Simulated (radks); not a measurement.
# Dipole-allowed lines with 36 electrons: La²¹⁺, Ce²²⁺, Pr²³⁺, Nd²⁴⁺, Pm²⁵⁺

Aim: excitation energies and oscillator strengths as poles of the dipole polarisability below minus the highest eigenvalue. Time-dependent linear response with the Hartree and adiabatic LDA kernel follows each ground state; no spin-orbit coupling. Its values go to the run's result record, not to the log.

Program: radks (a radial shooting solver on a logarithmic mesh, Libxc functionals) version 1. Level of theory: scalar-relativistic Kohn-Sham, LDA (Slater exchange, VWN5 correlation), spin-unpolarised, spherical densities, finite nucleus. These are calculated values, not measurements, unless marked.

## (1) The atom as given

```
species : La²¹⁺ ([Kr]), Ce²²⁺ ([Kr]), Pr²³⁺ ([Kr]), Nd²⁴⁺ ([Kr]), Pm²⁵⁺ ([Kr])
```

## (2) La²¹⁺, [Kr]

The run's settings:

```text
Z 57
configuration [Kr] 5s0 4d0 5p0 4f0
relativity scalar-relativistic
functional lda,vwn5
spin unpolarised
nucleus finite rms 4.855 fm
c 137.035999084
response adiabatic LDA kernel, real frequencies
```

Launch:

```
python run_ks.py task.json out
```

The same process makes all the runs of this session.

## (3) Ce²²⁺, [Kr]

The run's settings:

```text
Z 58
configuration [Kr] 5s0 4d0 5p0 4f0
relativity scalar-relativistic
functional lda,vwn5
spin unpolarised
nucleus finite rms 4.8771 fm
c 137.035999084
response adiabatic LDA kernel, real frequencies
```

## (4) Pr²³⁺, [Kr]

The run's settings:

```text
Z 59
configuration [Kr] 5s0 4d0 5p0 4f0
relativity scalar-relativistic
functional lda,vwn5
spin unpolarised
nucleus finite rms 4.8919 fm
c 137.035999084
response adiabatic LDA kernel, real frequencies
```

## (5) Nd²⁴⁺, [Kr]

The run's settings:

```text
Z 60
configuration [Kr] 5s0 4d0 5p0 4f0
relativity scalar-relativistic
functional lda,vwn5
spin unpolarised
nucleus finite rms 4.9123 fm
c 137.035999084
response adiabatic LDA kernel, real frequencies
```

## (6) Pm²⁵⁺, [Kr]

The run's settings:

```text
Z 61
configuration [Kr] 5s0 4d0 5p0 4f0
relativity scalar-relativistic
functional lda,vwn5
spin unpolarised
nucleus finite rms 4.962 fm
c 137.035999084
response adiabatic LDA kernel, real frequencies
```

Q: Predict the outcome of this session. Wanted: for each run, species; −ε(HOMO); lowest orbital gap; first line; f; strongest line; its f; static α.

As calculated:

```csv
species,−ε(HOMO) (eV),lowest orbital gap (eV),first line (eV),f,strongest line (eV),its f,static α (bohr³),measured (eV)
La²¹⁺,687.22,4p-4d 103.98,127.87,3.85,127.87,3.85,0.1976,-
Ce²²⁺,739.81,4p-4d 108.54,133.23,3.78,133.23,3.78,0.1785,-
Pr²³⁺,794.24,4p-4d 113.17,138.65,3.71,138.65,3.71,0.1618,-
Nd²⁴⁺,850.50,4p-4d 117.89,144.15,3.64,144.15,3.64,0.1470,-
Pm²⁵⁺,908.59,4p-4d 122.68,149.73,3.58,149.73,3.58,0.1340,-
```

In words: In La²¹⁺ the response moves the first line 23.899 eV above the bare orbital gap, and the lines found carry 94 % of the static polarisability. Very weak lines can be missed, and lines above minus the highest eigenvalue dissolve into this model's continuum.
